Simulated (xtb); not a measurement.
**GFN1-xTB run of C2H7OSi2 (SMILES [CH2][SiH2]C(=O)[SiH3])**

Wanted: a single-point energy of C2H7OSi2. 

The results are computed with xtb 6.7.1.

5 further runs of the same task are left out: 5 set aside as unsound or not needed.

## Step 1: The structure to begin with

The species is C2H7OSi2 (12 atoms), meant as a doublet with charge 0. As SMILES, `[CH2][SiH2]C(=O)[SiH3]`. The coordinates come from a GFN2-xTB relaxation. This is one conformer, not always the lowest.

Bond lengths: C1–Si2 1.810 Å, Si2–C3 1.972 Å, C3–O4 1.205 Å, C3–Si5 1.940 Å, C1–H6 1.077 Å, C1–H7 1.077 Å, Si2–H8 1.465 Å, Si2–H9 1.459 Å, Si5–H10 1.460 Å, Si5–H11 1.459 Å, Si5–H12 1.460 Å. Some angles: C1–Si2–C3 98.5°, Si2–C3–O4 119.0°, Si2–C3–Si5 121.3°, O4–C3–Si5 119.3°, C1–Si2–H8 116.4°, C1–Si2–H9 117.0°, C3–Si2–H8 104.1°, C3–Si2–H9 106.1°, Si2–C1–H6 122.2°, Si2–C1–H7 121.9°.

## Step 2: A single-point energy at GFN1-xTB

The input, xtb.inp:

```
$scc
   broydamp=0.8
$end
```

The input, mol.xyz:

```xyz
12

C     -1.599350    -0.119060     1.318040
Si    -0.075930    -1.064830     1.071810
C      0.275960    -0.565110    -0.803090
O     -0.120330    -1.286530    -1.683560
Si     1.061710     1.148530    -1.260080
H     -1.590950     0.932310     1.551470
H     -2.559660    -0.497310     1.011420
H      1.108120    -0.593690     1.795490
H     -0.190010    -2.519650     1.087060
H      1.602280     1.709530    -0.025400
H      2.098840     0.884230    -2.252340
H     -0.010690     1.971570    -1.810810
```

The run is started by

```console
xtb mol.xyz --gfn 1 --sp --uhf 1 --input xtb.inp --parallel 1 > run.log
```

Q: Predict the results. Wanted: total energy; dipole moment; HOMO energy; LUMO energy; dispersion energy.

**Answer.** As computed:

Level: GFN1-xTB.

| quantity | value |
| --- | --- |
| total energy | -16.29439 Eh |
| dipole moment | 2.72 D |
| HOMO energy (partly filled) | -10.07 eV |
| LUMO energy | -8.82 eV |
| dispersion energy | -12.35 kJ/mol |

Mulliken charges run from -0.41 on O4 to +0.30 on Si5.
